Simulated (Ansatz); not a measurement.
**CdS (zincblende type): how the settings move a single-point run**

Question: which choices in the input matter for CdS (zincblende type)?

Method: reference: DFT, LDA, PAW with Ansatz's default frozen-core files, scalar-relativistic, in Ansatz 0.2.0.

## (1) The structure to begin with

It takes space group F-43m (No. 216, cubic). The conventional cell has a = 4.961 Å, b = 4.961 Å, c = 4.961 Å, α = 90.00°, β = 90.00°, γ = 90.00°. Cd (site symmetry -43m) has 4 S at 2.15 Å in its first shell of neighbours. S (site symmetry -43m) is surrounded by 4 Cd at 2.15 Å.

Structure file:

```xyz
2
Lattice="0.0000 2.4805 2.4805 2.4805 0.0000 2.4805 2.4805 2.4805 0.0000" Properties=species:S:1:pos:R:3 pbc="T T T"
Cd    0.0000    0.0000    0.0000
S     1.2403    1.2403    1.2403
```

## (2) Reference

File input.yaml:

```yaml
crystal:
  lattice:
    - [0.0, 2.4805447714, 2.4805447714]
    - [2.4805447714, 0.0, 2.4805447714]
    - [2.4805447714, 2.4805447714, 0.0]
  atoms:
    - { symbol: Cd, position: [0.0, 0.0, 0.0] }
    - { symbol: S, position: [0.25, 0.25, 0.25] }
kpoints:
  mp_grid: { grid: [11, 11, 11] }
scf:
  occupations: { method: fermi_dirac, width: 0.08 }
hamiltonian:
  xc: lda
  pseudopotentials: { kind: paw }
output:
  forces: true
  stress: true
  eigenvalues: true
  populations: true
```

Started as:

```
$ ansatz run input.yaml --threads 1 --pin off --max-ram 2048MiB --backend cpu --events-out ev --progress --plain --runs-dir out
```

The main lines of its log:

```text
[...]
Basis set: ecut = 420 eV, 609 PW (Γ)
[...]
k-points: 56 of 1331 (time reversal used)
[...]
SCF iter   1: F=—  HF=-8985.667456 eV  |F-HF|=—  |Δ(HF+E_count)|=         —  Δρ=9.42e-3  dr2=1.78e-2  ethr=1.77e-3  ⟨swp⟩=5.4  Hψ=4931  notcnv=0
preconditioner: auto → none  [insulator: Δε(μ)=1.480 eV  Ē_g=14.885 eV  σ=0.080 eV  W_gap=1.00  n_scr=14 (ndim 8)  ℏωp=28.5 eV  f_vac=0.007  D(μ)=0.00/eV (n_scr^D=0)  ε∞_Penn≈4.7]
SCF iter   2: F=—  HF=-8985.661380 eV  |F-HF|=—  |Δ(HF+E_count)|=   6.08e-3  Δρ=3.11e-3  dr2=1.60e-3  ethr=6.84e-5  ⟨swp⟩=2.0  Hψ=2031  notcnv=0
[...]
SCF iter   5: F=—  HF=-8985.660764 eV  |F-HF|=—  |Δ(HF+E_count)|=   9.18e-6  Δρ=7.94e-5  dr2=6.87e-7  ethr=1.43e-7  ⟨swp⟩=1.3  Hψ=1017  notcnv=0
SCF iter   6: F=-8985.660763 eV  HF=-8985.660763 eV  |F-HF|=4.13e-9  |Δ(HF+E_count)|=   2.09e-7  Δρ=8.20e-6  dr2=8.67e-9  ethr=3.85e-10  ⟨swp⟩=5.1  Hψ=4252  notcnv=0
[...]
SCF converged after 6 iterations
Free energy (F): -8985.660763 eV
[...]
E sigma→0 (E₀):  -8985.660763 eV
[...]
Fermi energy:    16.787565 eV
[...]
  P = ⅓ Tr σ = 84.1603 GPa (841.603 kbar)
[...]
```

It took 2.9 s on 1 thread of Arm Neoverse V2, shared host; peak memory 0.3 GiB.

## (3) Changing settings: mp_grid.shift [0.5, 0.5, 0.5]

Edit input.yaml of step 2 so:

```diff
@@ -9,3 +9,3 @@
 kpoints:
-  mp_grid: { grid: [11, 11, 11] }
+  mp_grid: { grid: [11, 11, 11], shift: [0.5, 0.5, 0.5] }
 scf:
```

Started as:

```
$ ansatz run input.yaml --threads 1 --pin off --max-ram 2048MiB --backend cpu --events-out ev --progress --plain --runs-dir out
```

The log of the run (excerpt; [...] marks lines left out):

```text
Warning: crystal.symmetry: narrowed to the stabiliser of the k-point mesh — unitary ops 24 → 6; excluded 18 operations that carry a point of the 11×11×11 mesh (shift [0.5, 0.5, 0.5]) off the mesh (the run samples exactly the mesh kpoints.mp_grid names, as under crystal.symmetry.detect: [...]
Pseudopotentials: kind: paw
Pseudopotential: Cd, paw, valence charge 20, recommended cutoff 420 eV (normal)
Pseudopotential: S, paw, valence charge 6, recommended cutoff 420 eV (normal)
Functional definition: SPW92
[...]
Crystal: 2 atoms, lattice volume = 30.526 Å³
Basis set: ecut = 420 eV, 609 PW (Γ)
Bands: 17, of which v1, the nominal top of the filled ones, is band 13 counted from 1 (12 counted from 0)
Symmetry: 6 space group operations
k-points: 146 of 1331 (time reversal used)
[...]
SCF iter   1: F=—  HF=-8985.667499 eV  |F-HF|=—  |Δ(HF+E_count)|=         —  Δρ=9.42e-3  dr2=1.78e-2  ethr=1.77e-3  ⟨swp⟩=5.3  Hψ=12833  notcnv=0
[...]
SCF iter   6: F=-8985.660811 eV  HF=-8985.660811 eV  |F-HF|=4.27e-9  |Δ(HF+E_count)|=   2.16e-7  Δρ=8.36e-6  dr2=8.96e-9  ethr=3.85e-10  ⟨swp⟩=5.1  Hψ=11060  notcnv=0
[...]
SCF converged after 6 iterations
Free energy (F): -8985.660811 eV
[...]
E sigma→0 (E₀):  -8985.660811 eV
Entropy (-TS):   -0.000000 eV (-0.000 meV/atom)
Fermi energy:    16.844340 eV
[...]
--- Forces (eV/Å), atoms counted from 1 ---
  atom   1  Cd     0.00005014     0.00005014     0.00005014
  atom   2  S     -0.00005008    -0.00005008    -0.00005008
[...]
--- Stress (GPa, compression-positive) ---
       84.159955      -0.000524      -0.000524
       -0.000524      84.159955      -0.000524
       -0.000524      -0.000524      84.159955
  P = ⅓ Tr σ = 84.1600 GPa (841.600 kbar)
--- Band table (eV; the first three rows and the last of 146) ---
  k-point 0: bands = ["-87.4980", "-48.6893", "-48.6891", "-48.6891", "-0.8680", "4.6263", "4.6309", "4.6309", "6.0482", "6.0482", "15.6546", "15.8955", "15.8955", "17.6871", "21.4360", "21.5043", "21.5043"]
[...]
--- Löwdin populations: 2 sites ---
  site symbol       q [e]
     0     Cd     18.5986
     1      S      7.0970
  spilling = 0.011704 (of n_electrons = 26.000000)
```

It took 6.9 s on 1 thread of Arm Neoverse V2, shared host; peak memory 0.35 GiB.

Changing the k-point mesh moves the energy by 0.0 meV/atom, and the gap on the mesh goes from 1.55 to 1.79 eV. Sampling errors of the energy have no fixed sign. A gap read on a mesh depends on which points the mesh holds, and a coarse mesh shifts the density too. Cost: 6.9 s against 2.9 s.

## (4) Side by side

| run | ending | energy change | pressure (GPa) | gap (eV) | force (eV/Å) | cycles | time |
| --- | --- | --- | --- | --- | --- | --- | --- |
| reference | converged | 0 | 84.2 | 1.55 | 0.00 | 6 | 2.9 s |
| 1: mp_grid.shift [0.5, 0.5, 0.5] | converged | 0.0 meV/atom | 84.2 | 1.79 | 0.00 | 6 | 6.9 s |

Residual by cycle in the longest SCF loop of each run; runs are numbered as in the table. The quantity is the density residual dr2, in eV.

| cycle | reference | run 1 |
| --- | --- | --- |
| 1 | 0.0178 | 0.0178 |
| 2 | 0.0016 | 0.00159 |
| 3 | 2.2e-4 | 2.2e-4 |
| 4 | 3.7e-5 | 3.8e-5 |
| 5 | 6.9e-7 | 7.1e-7 |
| 6 | 8.7e-9 | 9.0e-9 |

What this shows: Changing the k-point mesh moves the energy by 0.0 meV/atom, and the gap on the mesh goes from 1.55 to 1.79 eV. The energy is not variational in the mesh, so the sign tells nothing. A gap read on a mesh depends on which points the mesh holds, and a coarse mesh shifts the density too. Cost: 6.9 s against 2.9 s. The structure is not at rest: the sound run finds 84 GPa, so these are no properties of the relaxed crystal. 
